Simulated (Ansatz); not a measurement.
Crystal: MnPt2.

```
Pt Mn
1.0
     2.85840    0.00000    0.00000
    -1.42920    2.47545    0.00000
     0.00000    0.00000    6.53250
Pt Mn
2 1
Direct
  0.66667 0.33333 0.31621
  0.33333 0.66667 0.68379
  0.00000 0.00000 0.00000
```

The cell comes from a database or a generator and needn't be the stable form of this composition.

Below is the output of Ansatz 0.2.0 for this cell. Logs are shortened: lines on timing, memory, paths and dates and some standing lists are left out, and cuts for length are marked.

```text
Warning: RAYON_NUM_THREADS=4 ignored (pool sized by the plan → 4); use --threads N
LAPW: plane waves up to 8.278 Å⁻¹, error target 2.0e-3 eV per atom; small_component_spin mean_spin; Mn in spheres of 1.281 Å, 15 of its electrons in bands, Dirac shells []; Pt in spheres of 1.363 Å, 42 of its electrons in bands, Dirac shells [] (how accurate: hamiltonian.pseudopotentials.lapw.basis_error, Limitations)
Engine: ansatz 0.2.0, aarch64-unknown-linux-gnu
Pseudopotentials: kind: all_electron
Pseudopotential: Pt, LAPW, valence charge 42, lapw/all_electron/scalar/gaussian/Pt, Koelling and Harmon's equation, gaussian nucleus
Pseudopotential: Mn, LAPW, valence charge 15, lapw/all_electron/scalar/gaussian/Mn, Koelling and Harmon's equation, gaussian nucleus
Functional definition: SPW92
  exchange = slater_x
  correlation = pw_c
Crystal: 3 atoms, lattice volume = 46.223 Å³
Basis set: ecut = 261.08759873888783 eV, 461 PW (Γ), exchange–correlation at level 2
[... 65 lines left out ...]
--- Forces (eV/Å), atoms counted from 1 ---
  atom   1  Pt    -0.00000000     0.00000000    -0.08526937
  atom   2  Pt    -0.00000000    -0.00000000     0.08526937
  atom   3  Mn     0.00000000     0.00000000     0.00000000
  max |Σ_I F_I| component: 1.16e-17 eV/Å
--- Stress (GPa, compression-positive) ---
      -16.670931       0.000000       0.000000
        0.000000     -16.670931      -0.000000
        0.000000      -0.000000     -13.784013
  P = ⅓ Tr σ = -15.7086 GPa (-157.086 kbar)
--- Band table (eV; the first three rows and the last of 116) ---
  k-point 0 ↑: bands = ["-279.8300", "-279.8300", "-279.7900", "-279.7900", "-279.7900", "-279.7900", "-279.7746", "-279.7746", "-279.7746", "-279.7746", "-75.4823", "-75.4744", "-57.1031", "-44.0416", "-44.0411", "-44.0224", "-44.0224", "-44.0218", "-44.0218", "-43.9965", "-43.9964", "-43.9958", "-43.9958", "-43.9898", "-43.9898", "-43.9896", "-43.9896", "-29.6940", "-29.5634", "-29.4787", "-29.4787", "-29.4599", "-29.4599", "-26.1862", "-26.1412", "-26.1412", "13.6483", "15.9587", "17.2252", "19.4063", "19.4063", "19.6429", "19.6429", "19.8564", "20.1467", "20.1467", "20.3799", "20.9786", "21.5770", "21.5770", "21.9334", "21.9334", "22.2996", "22.2996", "33.0440", "34.1524", "37.9650", "38.0369", "39.9742", "41.8477", "41.8477", "42.0572"]
  k-point 1 ↑: bands = ["-279.8300", "-279.8300", "-279.7900", "-279.7900", "-279.7900", "-279.7900", "-279.7746", "-279.7746", "-279.7746", "-279.7746", "-75.4823", "-75.4744", "-57.1031", "-44.0416", "-44.0411", "-44.0224", "-44.0224", "-44.0218", "-44.0218", "-43.9965", "-43.9964", "-43.9958", "-43.9958", "-43.9898", "-43.9898", "-43.9896", "-43.9896", "-29.6979", "-29.5592", "-29.4788", "-29.4788", "-29.4598", "-29.4598", "-26.1865", "-26.1412", "-26.1412", "13.9073", "15.5948", "17.0602", "19.2315", "19.4307", "19.4307", "19.6515", "19.6515", "20.2276", "20.2276", "20.6525", "21.4847", "21.4847", "21.5112", "21.5112", "22.0978", "22.7208", "22.7208", "30.6181", "36.4847", "37.5428", "38.3940", "40.6847", "41.0199", "41.0199", "42.4963"]
  k-point 2 ↑: bands = ["-279.8300", "-279.8300", "-279.7900", "-279.7900", "-279.7900", "-279.7900", "-279.7746", "-279.7746", "-279.7746", "-279.7746", "-75.4823", "-75.4744", "-57.1031", "-44.0416", "-44.0411", "-44.0224", "-44.0224", "-44.0218", "-44.0218", "-43.9965", "-43.9964", "-43.9958", "-43.9958", "-43.9897", "-43.9897", "-43.9896", "-43.9896", "-29.7016", "-29.5553", "-29.4789", "-29.4789", "-29.4596", "-29.4596", "-26.1868", "-26.1412", "-26.1412", "14.4331", "14.9285", "16.9384", "19.0837", "19.4182", "19.4182", "19.7429", "19.7429", "20.2609", "20.2609", "20.6066", "21.2469", "21.2469", "21.4300", "21.4300", "22.9485", "22.9485", "23.2296", "29.0857", "37.2880", "37.8652", "39.0879", "40.4814", "40.6419", "40.6419", "42.1804"]
  k-point 57 ↓: bands = ["-279.7920", "-279.7920", "-279.7665", "-279.7665", "-279.7665", "-279.7665", "-279.7458", "-279.7458", "-279.7458", "-279.7458", "-75.3107", "-75.3099", "-53.3230", "-43.9941", "-43.9941", "-43.9797", "-43.9793", "-43.9793", "-43.9788", "-43.9589", "-43.9589", "-43.9551", "-43.9549", "-43.9549", "-43.9548", "-43.9526", "-43.9525", "-29.5177", "-29.5043", "-29.4702", "-29.4443", "-29.3949", "-29.3849", "-22.5787", "-22.5696", "-22.5487", "18.2064", "18.2203", "18.6326", "18.9998", "19.0415", "19.2047", "19.6693", "20.5816", "20.7837", "21.1817", "23.5816", "24.0524", "24.0694", "24.1513", "25.2799", "27.5572", "27.8577", "27.9878", "28.6651", "29.9202", "30.7006", "34.3838", "34.5297", "35.9640", "36.5329", "37.1036"]
```

Question: Write the input and the command behind it.

Answer: Band structure with LDA, collinear spin, ferromagnetic start. The files as run (others can give the same):

input.yaml
```yaml
crystal:
  lattice:
    - [2.8584044518, 0.0, 0.0]
    - [-1.4292022259, 2.4754508696, 0.0]
    - [0.0, 0.0, 6.532504]
  atoms:
    - { symbol: Pt, position: [0.6666666667, 0.3333333333, 0.316206] }
    - { symbol: Pt, position: [0.3333333333, 0.6666666667, 0.683794] }
    - { symbol: Mn, position: [0.0, 0.0, 0.0], spin: 4.0 }
kpoints:
  mp_grid: { grid: [11, 11, 4] }
  band_path:
    path:
      - [0.0, 0.0, 0.0]
      - [0.5, 0.0, 0.0]
      - [0.3333333333, 0.3333333333, 0.0]
      - [0.0, 0.0, 0.0]
      - [0.0, 0.0, 0.5]
      - [0.5, 0.0, 0.5]
      - [0.3333333333, 0.3333333333, 0.5]
      - [0.0, 0.0, 0.5]
    npoints: 12
scf:
  occupations: { method: fermi_dirac, width: 0.05 }
hamiltonian:
  xc: lda
  pseudopotentials: { kind: all_electron, lapw: { basis_error: 0.002 } }
magnetization:
  spin_polarized: true
output:
  forces: true
  stress: true
  eigenvalues: true
```

Potentials or basis: all-electron LAPW, scalar-relativistic.
Command:
```sh
$ ansatz run input.yaml --threads 4 --pin off --max-ram 12288MiB --backend cpu --events-out ev --progress --plain --runs-dir out
```

Caveat: spin-orbit coupling is left out, which moves the levels of the heavy elements.
